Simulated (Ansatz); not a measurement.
# GeH2Cl (SMILES [Cl][GeH2]): levels of theory compared

We compute a comparison of 6 runs (UHF/STO-3G, U-r2SCAN/STO-3G, U-r2SCAN0/STO-3G, UB3LYP/STO-3G, RPA@PBE/STO-3G, UCCSDT(Q)/STO-3G) of GeH2Cl. 

Program for the calculation: Ansatz 0.2.0.

57 further runs of the same task are left out: 6 that didn't finish, 51 set aside as unsound or not needed.

## (1) The system as given

The species is GeH2Cl (4 atoms), meant as a doublet with charge 0. As SMILES, `[Cl][GeH2]`. The H3–Ge2 distance was set to 3.865 Å, away from the relaxed value. At this shape a bond of the SMILES string is far longer than usual.

Bond lengths: Cl1–Ge2 2.156 Å, Ge2–H4 1.546 Å. Angles: Cl1–Ge2–H4 106.8°.

## (2) A single-point energy at UHF/STO-3G (run 1)

File job.yaml:

```yaml
basis:
  gaussian: {orbitals: STO-3G}
crystal:
  periodic: [false, false, false]
  atoms:
    - {symbol: Cl, position_ang: [-1.511901, -0.760835, 3.052370]}
    - {symbol: Ge, position_ang: [0.157699, -1.517135, 1.917270]}
    - {symbol: H, position_ang: [0.072700, 0.259600, -1.514200]}
    - {symbol: H, position_ang: [1.434399, -1.179735, 2.721170]}
magnetization: {spin_polarized: true, initial_magnetization: 1}
accuracy: high
hamiltonian: {xc: hf}
```

Launch:

```bash
$ ansatz run job.yaml --threads 1 --pin off --max-ram 2610MiB --events-out events.jsonl --progress --plain --runs-dir runs
```

The log of the run:

```text
Warning: RAYON_NUM_THREADS=1 ignored (pool sized by the plan → 1); use --threads N
Functional definition: HF
  name "HF"
  exchange = exact_x
  correlation = 0
413 factors; integrals over basis functions are off by at most 1.1e-8 eV
mean field evaluation 1: about -68222.0919 eV, gradient 1.5e1 eV
mean field evaluation 2: about -68222.1205 eV, gradient 1.5e1 eV
mean field evaluation 4: about -68229.1324 eV, gradient 1.3e0 eV
mean field evaluation 8: about -68229.1690 eV, gradient 4.7e-2 eV
mean field evaluation 16: about -68229.2030 eV, gradient 3.3e-2 eV
mean field evaluation 32: about -68221.8813 eV, gradient 1.4e1 eV
mean field evaluation 64: about -68228.8074 eV, gradient 4.3e0 eV
mean field evaluation 96: about -68229.1676 eV, gradient 1.1e-4 eV
mean field -68229.20261645 eV, -2507.3769487399 hartree, gradient 4.0e-8 eV, S^2 0.978263; 5 other end points of the search recorded, 0 dependent functions left out
reference -68229.20261645 eV, -2507.3769487399 hartree; 26, 25 occupied and 3, 4 virtual orbitals, 413 factors
Total energy: -68229.20261645 eV, -2507.3769487399 hartree
```

It took 0.75 s on 1 thread of Arm Neoverse V1, shared host.

## (3) A single-point energy at U-r2SCAN/STO-3G (run 2)

File input.yaml:

```yaml
crystal:
  periodic: [false, false, false]
  atoms:
    - {symbol: Cl, position_ang: [-1.511901, -0.760835, 3.052370]}
    - {symbol: Ge, position_ang: [0.157699, -1.517135, 1.917270]}
    - {symbol: H, position_ang: [0.072700, 0.259600, -1.514200]}
    - {symbol: H, position_ang: [1.434399, -1.179735, 2.721170]}
basis:
  gaussian: {orbitals: STO-3G}
magnetization: {spin_polarized: true, initial_magnetization: 1}
hamiltonian: {xc: {name: r2SCAN}}
accuracy: high
```

Launch:

```bash
$ ansatz run input.yaml --threads 1 --pin off --max-ram 2610MiB --events-out events.jsonl --progress --plain --runs-dir runs
```

The log of the run:

```text
Warning: RAYON_NUM_THREADS=1 ignored (pool sized by the plan → 1); use --threads N
Functional definition: r2SCAN
  name "r2SCAN"
  parameter k0 = 0.174
  parameter k1 = 0.065
  parameter a1 = 4.9479
  exchange = r2scan_x(k0 = k0, k1 = k1, a1 = a1)
  correlation = r2scan_c
413 factors; integrals over basis functions are off by at most 1.1e-8 eV
mean field evaluation 1: about -68105.6563 eV, gradient 1.5e2 eV
mean field evaluation 2: about -68194.1401 eV, gradient 6.6e1 eV
mean field evaluation 4: about -68267.8938 eV, gradient 1.6e1 eV
mean field evaluation 8: about -68267.2593 eV, gradient 2.1e1 eV
mean field evaluation 16: about -68282.4505 eV, gradient 1.2e-1 eV
mean field evaluation 32: about -68272.2109 eV, gradient 2.1e1 eV
mean field evaluation 64: about -68279.5946 eV, gradient 1.5e1 eV
mean field -68282.44833960 eV, -2509.3336929747 hartree, gradient 1.8e-8 eV, S^2 0.758279; 7 other end points of the search recorded, 0 dependent functions left out
reference -68282.44834057 eV, -2509.3336930101 hartree; 26, 25 occupied and 3, 4 virtual orbitals, 413 factors
Total energy: -68282.44834057 eV, -2509.3336930101 hartree
```

It took 12 s on 1 thread of Arm Neoverse V1, shared host; peak memory 0.23 GiB.

## (4) The energy at U-r2SCAN0/STO-3G (run 3)

File job.yaml:

```yaml
crystal:
  periodic: [false, false, false]
  atoms:
    - {symbol: Cl, position_ang: [-1.511901, -0.760835, 3.052370]}
    - {symbol: Ge, position_ang: [0.157699, -1.517135, 1.917270]}
    - {symbol: H, position_ang: [0.072700, 0.259600, -1.514200]}
    - {symbol: H, position_ang: [1.434399, -1.179735, 2.721170]}
basis:
  gaussian:
    orbitals: STO-3G
accuracy: high
magnetization:
  spin_polarized: true
  initial_magnetization: 1
hamiltonian:
  xc: {name: r2SCAN0}
```

Launch:

```bash
$ ansatz run job.yaml --threads 1 --pin off --max-ram 2610MiB --events-out events.jsonl --progress --plain --runs-dir runs
```

The log of the run:

```text
Warning: RAYON_NUM_THREADS=1 ignored (pool sized by the plan → 1); use --threads N
Functional definition: r2SCAN0
  name "r2SCAN0"
  parameter a = 0.25
  parameter k0 = 0.174
  parameter k1 = 0.065
  parameter a1 = 4.9479
  exchange = (1 - a)*r2scan_x(k0 = k0, k1 = k1, a1 = a1) + a*exact_x
  correlation = r2scan_c
413 factors; integrals over basis functions are off by at most 1.1e-8 eV
mean field evaluation 1: about -68260.1027 eV, gradient 3.3e1 eV
mean field evaluation 2: about -68251.8267 eV, gradient 4.3e1 eV
mean field evaluation 4: about -68272.1189 eV, gradient 9.3e0 eV
mean field evaluation 8: about -68272.4953 eV, gradient 1.1e1 eV
mean field evaluation 16: about -68284.1656 eV, gradient 2.2e-2 eV
mean field -68284.16564769 eV, -2509.3968028828 hartree, gradient 2.3e-8 eV, S^2 0.758796; 2 other end points of the search recorded, 0 dependent functions left out
reference -68284.16564842 eV, -2509.3968029098 hartree; 26, 25 occupied and 3, 4 virtual orbitals, 413 factors
Total energy: -68284.16564842 eV, -2509.3968029098 hartree
```

Wall time 9 s (1 thread of Arm Neoverse V1, shared host); peak memory 0.24 GiB.

Runs 4 to 5 aren't shown in full; the table further down has their settings and results.

## (5) A single-point energy at UCCSDT(Q)/STO-3G (run 6)

Changes to input.yaml since step 3:

```diff
@@ -10,3 +10,4 @@
 magnetization: {spin_polarized: true, initial_magnetization: 1}
-hamiltonian: {xc: {name: r2SCAN}}
+correlation: {method: ccsdt_q, frozen_orbitals: {Cl: 5, Ge: 9, H: 0}}
 accuracy: high
+scf: {omitted_lower_state_checks: [cluster_reference, increment]}
```

Launch:

```bash
$ ansatz run input.yaml --threads 1 --pin off --max-ram 2610MiB --events-out events.jsonl --progress --plain --runs-dir runs
```

The log of the run:

```text
Warning: RAYON_NUM_THREADS=1 ignored (pool sized by the plan → 1); use --threads N
[... 14 lines left out ...]
14 core orbitals not correlated: weight in the atoms' cores, before any rotation towards them, 1.000 or more for the frozen orbitals, at most 0.000 for the correlated occupied ones
[... 46 lines left out ...]
Total energy: -68230.54030667 eV, -2507.4261079488 hartree
Checks for a lower state left out: cluster_reference, increment
```

Wall time 3.6 s (1 thread of Arm Neoverse V1, shared host); peak memory 0.15 GiB.

## (6) The series

```csv
run,level,frozen core orbitals,energy (Eh),⟨S²⟩,wall time
1,UHF/STO-3G,–,-2507.376949,0.978,0.75 s
2,U-r2SCAN/STO-3G,–,-2509.333693,0.758,12 s
3,U-r2SCAN0/STO-3G,–,-2509.396803,0.759,9 s
4,UB3LYP/STO-3G,–,-2509.258442,0.750,3.6 s
5,RPA@PBE/STO-3G,14,-2507.444371,0.804,11 s
6,UCCSDT(Q)/STO-3G,14,-2507.426108,0.978,3.6 s
```

## (7) Outcome

| quantity | value |
| --- | --- |
| run 6: total energy | -2507.42611 Eh |
| run 6: correlation energy (14 core orbitals frozen) | -49.2 mEh |
| run 6: ⟨S²⟩ of the reference determinant | 0.978 |
| run 6: T1 diagnostic | 0.046 |

**Reading.** Totals of different functionals can't be ranked against each other. In runs 1, 2, 3, 4, 5, 6 the basis is minimal, so the values are rough. Spin contamination of the reference: run 1 ⟨S²⟩ = 0.98, run 6 ⟨S²⟩ = 0.98. All runs together took 40 s, the longest 12 s.
